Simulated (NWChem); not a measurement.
**C8H6BF3Se (SMILES CC#CB1C=CC=C(C(F)(F)F)[Se]1) at 4 levels**

Aim: a comparison of 4 runs (B3LYP/STO-3G, B3LYP/3-21G, B3LYP/6-31G, B3LYP/6-31G*) of C8H6BF3Se. 

The results are computed with NWChem 7.3.0.

## 1. The system as given

C8H6BF3Se: 19 atoms, total charge 0, spin state singlet. As SMILES, `CC#CB1C=CC=C(C(F)(F)F)[Se]1`. Geometry: a GFN2-xTB relaxation, a rough one for these elements and not checked as a minimum.

Some bond lengths: C1–C2 1.443 Å, C2–C3 1.209 Å, C3–B4 1.501 Å, B4–C5 1.523 Å, C5–C6 1.360 Å, C6–C7 1.419 Å, C7–C8 1.357 Å, C8–C9 1.497 Å, C9–F10 1.342 Å, C9–F11 1.348 Å, C9–F12 1.342 Å, B4–Se13 1.927 Å, C8–Se13 1.864 Å, C1–H14 1.090 Å, C1–H15 1.090 Å, C1–H16 1.090 Å. Some angles: C1–C2–C3 179.8°, C2–C3–B4 179.1°, C3–B4–C5 122.2°, C3–B4–Se13 118.5°, C5–B4–Se13 119.3°, B4–C5–C6 125.5°, C5–C6–C7 125.0°, C6–C7–C8 125.4°, C7–C8–C9 118.9°, C7–C8–Se13 126.5°.

## 2. The charge distribution at B3LYP/STO-3G (run 1)

Input file test.xyz:

```xyz
19
C8H6BF3Se
C     -4.691370     0.539980     0.007390
C     -3.265670     0.318170    -0.005360
C     -2.071410     0.132400    -0.011400
B     -0.592080    -0.120970    -0.016380
C     -0.009070    -1.527790    -0.007130
C      1.316260    -1.833670    -0.003080
C      2.371230    -0.884390    -0.009600
C      2.215590     0.463920    -0.031270
C      3.433200     1.334320     0.000980
F      4.453100     0.840000    -0.718430
F      3.908390     1.497310     1.251970
F      3.194080     2.567540    -0.470330
Se     0.600050     1.392940    -0.033100
H     -4.930800     1.477850    -0.493630
H     -5.044170     0.591640     1.037610
H     -5.204180    -0.277700    -0.499210
H     -0.692390    -2.369090    -0.000920
H      1.626540    -2.871230     0.006930
H      3.382720    -1.271230    -0.005040
```

Input file test.nw:

```
echo
start test
title "C8H6BF3Se"
memory 2900 mb
geometry noautosym nocenter noautoz
  load test.xyz
end
basis "ao basis" spherical bse
  * library STO-3G
end
dft
  xc b3lyp
  grid fine
  convergence energy 1e-08
  iterations 100
  mulliken
  noprint "final vectors analysis"
end
property
  dipole
  quadrupole
  mulliken
end
task dft property
```

On the command line:

```
$ nwchem test.nw > test.out
```

The log of the run:

```text
[...]
          Wavefunction type:  closed shell.
          No. of atoms     :    19
          No. of electrons :   120
[...]
          Charge           :     0
          Spin multiplicity:     1
[...]
          AO basis - number of functions:    84
[...]
              XC Information
              --------------
                         B3LYP Method XC Potential
                     Hartree-Fock (Exact) Exchange  0.200
                        Slater Exchange Functional  0.800 local
                    Becke 1988 Exchange Functional  0.720 non-local
              Lee-Yang-Parr Correlation Functional  0.810
                  VWN I RPA Correlation Functional  0.190 local
[...]
 d= 0,ls=0.0,diis     1  -2998.8574499435 -4.08D+03  3.75D-02  2.20D+00     5.3
[...]
 d= 0,ls=0.0,diis    11  -2999.2281508534 -3.90D-09  1.87D-06  2.31D-08    42.1
         Total DFT energy =    -2999.228150853430
      One electron energy =    -6335.820666484284
           Coulomb energy =     2425.346689077475
    Exchange-Corr. energy =     -169.231944965676
 Nuclear repulsion energy =     1080.477771519055
[...]
      Total Density - Mulliken Population Analysis
     ---------------------------------------------
    Atom       Charge   Shell Charges
 -----------   ------   -------------------------------------------------------
    1 C    6     6.25   1.99  1.19  3.07
    2 C    6     6.04   1.99  1.10  2.94
    3 C    6     6.15   1.99  1.16  3.00
    4 B    5     4.87   1.99  0.89  1.99
    5 C    6     6.16   1.99  1.20  2.97
    6 C    6     6.07   1.99  1.15  2.93
    7 C    6     6.09   1.99  1.14  2.96
    8 C    6     6.13   1.99  1.21  2.93
    9 C    6     5.67   1.99  1.11  2.56
   10 F    9     9.11   2.00  1.95  5.16
[...]
   Dipole moment        1.3234836600 Debye(s)
             DMX       -0.8373676294 DMXEFC        0.0000000000
             DMY       -1.0247621041 DMYEFC        0.0000000000
             DMZ        0.0169434874 DMZEFC        0.0000000000
   -EFC- dipole         0.0000000000 DEBYE(S)
   Total dipole         1.3234836600 DEBYE(S)
[...]
```

Wall time 43 s (1 thread of Intel Xeon 6975P-C (Granite Rapids), shared host); peak memory 0.13 GiB.

Atomic charges (e):

| atom | Mulliken | Löwdin |
| --- | --- | --- |
| C1 | -0.248 | -0.130 |
| C2 | -0.037 | -0.020 |
| C3 | -0.151 | -0.110 |
| B4 | +0.130 | -0.060 |
| C5 | -0.163 | -0.080 |
| C6 | -0.071 | -0.020 |
| C7 | -0.087 | -0.060 |
| C8 | -0.131 | -0.140 |
| C9 | +0.333 | +0.250 |
| F10 | -0.108 | -0.080 |
| F11 | -0.109 | -0.080 |
| F12 | -0.111 | -0.080 |
| Se13 | +0.178 | +0.260 |
| H14 | +0.105 | +0.070 |
| H15 | +0.107 | +0.070 |
| H16 | +0.105 | +0.070 |
| H17 | +0.080 | +0.050 |
| H18 | +0.086 | +0.050 |
| H19 | +0.092 | +0.050 |

## 3. The charge distribution at B3LYP/3-21G (run 2)

Input file calc.nw:

```
start calc
title "C8H6BF3Se"
memory stack 1160 mb heap 290 mb global 1450 mb
charge 0

geometry units angstroms noautosym nocenter noautoz
C     -4.691370     0.539980     0.007390
C     -3.265670     0.318170    -0.005360
C     -2.071410     0.132400    -0.011400
B     -0.592080    -0.120970    -0.016380
C     -0.009070    -1.527790    -0.007130
C      1.316260    -1.833670    -0.003080
C      2.371230    -0.884390    -0.009600
C      2.215590     0.463920    -0.031270
C      3.433200     1.334320     0.000980
F      4.453100     0.840000    -0.718430
F      3.908390     1.497310     1.251970
F      3.194080     2.567540    -0.470330
Se     0.600050     1.392940    -0.033100
H     -4.930800     1.477850    -0.493630
H     -5.044170     0.591640     1.037610
H     -5.204180    -0.277700    -0.499210
H     -0.692390    -2.369090    -0.000920
H      1.626540    -2.871230     0.006930
H      3.382720    -1.271230    -0.005040
end

basis spherical bse
C library 3-21G
B library 3-21G
F library 3-21G
Se library 3-21G
H library 3-21G
end

dft
xc b3lyp
grid fine
convergence energy 1e-08
iterations 100
mulliken
noprint "final vectors analysis"
end

property
dipole
quadrupole
mulliken
end

task dft property
```

On the command line:

```
$ nwchem calc.nw > calc.out
```

The log of the run:

```text
[...]
          Wavefunction type:  closed shell.
          No. of atoms     :    19
          No. of electrons :   120
[...]
          Charge           :     0
          Spin multiplicity:     1
[...]
          AO basis - number of functions:   142
[...]
              XC Information
              --------------
                         B3LYP Method XC Potential
                     Hartree-Fock (Exact) Exchange  0.200
                        Slater Exchange Functional  0.800 local
                    Becke 1988 Exchange Functional  0.720 non-local
              Lee-Yang-Parr Correlation Functional  0.810
                  VWN I RPA Correlation Functional  0.190 local
[...]
 d= 0,ls=0.0,diis     1  -3019.2848331424 -4.10D+03  2.04D-02  2.61D+00     4.6
[...]
 d= 0,ls=0.0,diis    12  -3019.5952844372 -3.02D-09  5.43D-07  4.77D-09    41.0
         Total DFT energy =    -3019.595284437163
      One electron energy =    -6344.204812551764
           Coulomb energy =     2412.203914370577
    Exchange-Corr. energy =     -168.072157775030
 Nuclear repulsion energy =     1080.477771519054
[...]
      Total Density - Mulliken Population Analysis
     ---------------------------------------------
    Atom       Charge   Shell Charges
 -----------   ------   -------------------------------------------------------
    1 C    6     6.68   1.99  0.37  1.72  1.18  1.41
    2 C    6     6.05   1.99  0.43  1.64  0.74  1.24
    3 C    6     6.35   1.99  0.41  1.64  0.95  1.37
    4 B    5     4.48   1.99  0.40  1.38  0.27  0.45
    5 C    6     6.44   1.99  0.39  1.65  1.08  1.33
    6 C    6     6.21   1.99  0.41  1.67  0.91  1.23
    7 C    6     6.13   1.99  0.41  1.69  0.89  1.16
    8 C    6     6.55   1.99  0.39  1.65  0.99  1.53
    9 C    6     5.12   1.98  0.44  1.54  0.50  0.66
   10 F    9     9.28   1.98  0.45  2.50  1.56  2.79
[...]
   Dipole moment        3.1597062296 Debye(s)
             DMX       -2.5528751966 DMXEFC        0.0000000000
             DMY       -1.8614861763 DMYEFC        0.0000000000
             DMZ       -0.0379592328 DMZEFC        0.0000000000
   -EFC- dipole         0.0000000000 DEBYE(S)
   Total dipole         3.1597062296 DEBYE(S)
[...]
```

Wall time 42 s (1 thread of Intel Xeon 6975P-C (Granite Rapids), shared host); peak memory 0.13 GiB.

Atomic charges (e):

| atom | Mulliken | Löwdin |
| --- | --- | --- |
| C1 | -0.678 | -0.260 |
| C2 | -0.052 | -0.020 |
| C3 | -0.354 | -0.130 |
| B4 | +0.519 | -0.220 |
| C5 | -0.444 | -0.130 |
| C6 | -0.208 | -0.060 |
| C7 | -0.129 | -0.100 |
| C8 | -0.554 | -0.310 |
| C9 | +0.876 | +0.380 |
| F10 | -0.280 | -0.110 |
| F11 | -0.277 | -0.120 |
| F12 | -0.280 | -0.110 |
| Se13 | +0.534 | +0.490 |
| H14 | +0.238 | +0.120 |
| H15 | +0.241 | +0.120 |
| H16 | +0.238 | +0.120 |
| H17 | +0.187 | +0.110 |
| H18 | +0.204 | +0.100 |
| H19 | +0.221 | +0.110 |

Run 3 isn't shown in full; the table further down has it.

## 4. The charge distribution at B3LYP/6-31G(d) (spherical functions) (run 4)

Input file c8h6bf3se.nw:

```
start c8h6bf3se
memory stack 1160 mb heap 290 mb global 1450 mb

geometry units au noautosym nocenter noautoz
C   -8.86540445   1.02041431   0.01396508
C   -6.17122191   0.60125416  -0.01012893
C   -3.91439759   0.25019974  -0.02154288
B   -1.11886904  -0.22860017  -0.03095371
C   -0.01713982  -2.88710468  -0.01347375
C    2.48737091  -3.46513410  -0.00582036
C    4.48097528  -1.67125489  -0.01814137
C    4.18685830   0.87668174  -0.05909174
C    6.48780773   2.52149936   0.00185193
F    8.41513941   1.58736994  -1.35763594
F    7.38578669   2.82950582   2.36588042
F    6.03593642   4.85194741  -0.88879489
Se   1.13393016   2.63227511  -0.06254993
H   -9.31786158   2.79273175  -0.93282551
H   -9.53209983   1.11803756   1.96079872
H   -9.83447490  -0.52477694  -0.94337018
H   -1.30842747  -4.47693126  -0.00173855
H    3.07371513  -5.42583834   0.01309580
H    6.39241436  -2.40227654  -0.00952422
end

basis spherical bse
* library 6-31G*
end

dft
xc b3lyp
grid fine
convergence energy 1e-08
maxiter 100
mulliken
noprint "final vectors analysis"
end

property
dipole
quadrupole
mulliken
end

task dft property
```

On the command line:

```
$ nwchem c8h6bf3se.nw > c8h6bf3se.out
```

The log of the run:

```text
[...]
          Wavefunction type:  closed shell.
          No. of atoms     :    19
          No. of electrons :   120
[...]
          Charge           :     0
          Spin multiplicity:     1
[...]
          AO basis - number of functions:   212
[...]
              XC Information
              --------------
                         B3LYP Method XC Potential
                     Hartree-Fock (Exact) Exchange  0.200
                        Slater Exchange Functional  0.800 local
                    Becke 1988 Exchange Functional  0.720 non-local
              Lee-Yang-Parr Correlation Functional  0.810
                  VWN I RPA Correlation Functional  0.190 local
[...]
 d= 0,ls=0.0,diis     1  -3033.8135319122 -4.11D+03  1.09D-02  2.46D+00    12.9
[...]
 d= 0,ls=0.0,diis    12  -3034.0957525435 -3.36D-09  3.26D-07  7.60D-09   130.5
         Total DFT energy =    -3034.095752543471
      One electron energy =    -6360.640984077918
           Coulomb energy =     2414.502750932136
    Exchange-Corr. energy =     -168.435212912230
 Nuclear repulsion energy =     1080.477693514541
[...]
      Total Density - Mulliken Population Analysis
     ---------------------------------------------
    Atom       Charge   Shell Charges
 -----------   ------   -------------------------------------------------------
    1 C    6     6.57   2.00  0.67  2.17  0.64  1.06  0.04
    2 C    6     5.74   2.00  0.69  2.00  0.51  0.52  0.03
    3 C    6     6.17   2.00  0.67  2.02  0.86  0.60  0.02
    4 B    5     5.00   2.00  0.57  1.53  0.37  0.49  0.05
    5 C    6     6.17   2.00  0.69  2.06  0.56  0.83  0.03
    6 C    6     6.13   2.00  0.70  2.06  0.49  0.84  0.04
    7 C    6     6.13   2.00  0.69  2.09  0.49  0.83  0.04
    8 C    6     6.13   2.00  0.69  2.05  0.57  0.79  0.04
    9 C    6     5.12   2.00  0.71  1.83  0.07  0.35  0.16
   10 F    9     9.29   2.00  0.94  3.32  1.03  1.99  0.02
[...]
   Dipole moment        3.1215096524 Debye(s)
             DMX       -2.4506266461 DMXEFC        0.0000000000
             DMY       -1.9328256789 DMYEFC        0.0000000000
             DMZ       -0.0493603751 DMZEFC        0.0000000000
   -EFC- dipole         0.0000000000 DEBYE(S)
   Total dipole         3.1215096524 DEBYE(S)
[...]
```

It took 2.2 min on 1 thread of Intel Xeon 6975P-C (Granite Rapids), shared host; peak memory 0.13 GiB.

Atomic charges (e):

| atom | Mulliken | Löwdin |
| --- | --- | --- |
| C1 | -0.574 | -0.370 |
| C2 | +0.259 | -0.010 |
| C3 | -0.174 | -0.070 |
| B4 | +0.001 | -0.250 |
| C5 | -0.168 | -0.120 |
| C6 | -0.126 | -0.090 |
| C7 | -0.128 | -0.130 |
| C8 | -0.134 | -0.170 |
| C9 | +0.882 | +0.240 |
| F10 | -0.286 | -0.090 |
| F11 | -0.286 | -0.100 |
| F12 | -0.283 | -0.080 |
| Se13 | +0.006 | +0.320 |
| H14 | +0.189 | +0.160 |
| H15 | +0.190 | +0.160 |
| H16 | +0.188 | +0.150 |
| H17 | +0.138 | +0.140 |
| H18 | +0.143 | +0.140 |
| H19 | +0.163 | +0.150 |

## 5. The series

| run | level | energy (Eh) | dipole moment (D) | wall time |
| --- | --- | --- | --- | --- |
| 1 | B3LYP/STO-3G | -2999.228151 | 1.32 | 43 s |
| 2 | B3LYP/3-21G | -3019.595284 | 3.16 | 42 s |
| 3 | B3LYP/6-31G | -3033.885758 | 3.90 | 2.3 min |
| 4 | B3LYP/6-31G* (spherical functions) | -3034.095753 | 3.12 | 2.2 min |

## 6. Results

| quantity | value |
| --- | --- |
| run 4: total energy | -3034.09575 Eh |
| run 4: dipole moment | 3.12 D |

What this shows: The dipole moment (its size) runs from 1.32 D (B3LYP/STO-3G) to 3.90 D (B3LYP/6-31G). In run 1 the basis is minimal, so the values are rough. All runs together took 5.9 min, the longest 2.3 min.
